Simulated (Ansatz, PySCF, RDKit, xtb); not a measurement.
**Solving GaPNH5, step by step**

Only the formula GaPNH5 is given. Aim: find the structure of lowest free energy at 298.15 K, then its properties.

The funnel: GFN2-xTB relaxations, single points with a density functional, relaxations at PBE0-D3(BJ)/def2-SVP, harmonic vibrations, and a last energy at a higher level. All values are calculated.

12 further runs of the same task are left out: 12 set aside as unsound or not needed.

## (1) Candidates

All bonding patterns within simple valence rules are listed by program: one Lewis structure each, at most two rings and one unusual centre or charged pair. O–O, O–halogen and N–halogen bonds and N–N–N chains are not drawn. That gives 12 candidates.

```tsv
label	SMILES	spin
c011	[NH2+]1[P@H][GaH2-]1	singlet
c124	P=[NH+][GaH3-]	singlet
c161	[NH-][P@H2+][GaH2]	singlet
c411	[P@H3+][N-][GaH2]	singlet
c439	N=[P@H+][GaH3-]	singlet
c501	[PH-][NH2+][GaH2]	singlet
c527	[NH3+][P-][GaH2]	singlet
c679	[NH]1[P@H2+][GaH2-]1	singlet
c720	[NH2][GaH][PH2]	singlet
c721	N[P@H][GaH2]	singlet
c878	N=[P@@H+][GaH3-]	singlet
c972	P[NH][GaH2]	singlet
```

Candidates are built by distance geometry, with a force field where one applies, in up to four conformers (letters a to d). 10 starts with atoms placed at random are added, to find patterns that the rules miss.

Q: Predict the outcome of this search (final energies at CCSD(T)/def2-TZVP).

| quantity | value |
| --- | --- |
| lowest structure found | [NH2][GaH][PH2], singlet, C1 |
| next finalist | P[NH][GaH2], singlet, 15.4 kcal/mol higher in G |
| share at equilibrium, among the finalists | 100.0 % |
| harmonic wavenumbers, lowest and highest (PBE0-D3(BJ)/def2-SVP) | 109 and 3728 cm⁻¹ |
| rotational constants, same geometry | 0.4698, 0.0978, 0.08235 cm⁻¹ |
| dipole moment (PBE0/def2-TZVPD) | 1.30 D |
| HOMO energy (PBE0/def2-TZVPD) | -7.17 eV |
| LUMO energy (PBE0/def2-TZVPD) | -0.75 eV |
| HOMO–LUMO gap (PBE0/def2-TZVPD) | 6.42 eV |
| lowest excitation (TD-PBE0/def2-SVPD) | 5.35 eV (f = 0.031) |
| strongest of the states computed, same level | 6.36 eV (f = 0.153) |
| lowest triplet excitation, same level, Tamm-Dancoff | 4.64 eV |
| vertical ionisation energy | 9.09 eV |
| vertical electron affinity | -0.77 eV (unbound: the value depends on the basis) |
| vertical triplet less singlet | +4.65 eV |

The search ends on `[NH2][GaH][PH2]`. Among the finalists first place is clear (15.4 kcal/mol); structures outside the list aren't covered. HF/STO-3G, r2SCAN-D4/def2-SVP, PBE0-D3(BJ)/def2-SVP, HF/def2-TZVP and MP2/def2-TZVP already put its bonding pattern lowest among the structures in one piece; GFN2-xTB favours the singlet [NH2][Ga].[PH3] ‡ (c760, not a finalist). Lowest found is not proven lowest: the search is finite, and each finalist counts with one conformer. Patterns outside the rules of the enumeration were met only by chance. The lowest isomer need not be the one that is made and kept in a bottle, which depends on barriers.

‡ marks the bonded skeleton alone, with all bonds drawn single: no Lewis structure was assigned that passes a check against the bond lengths.
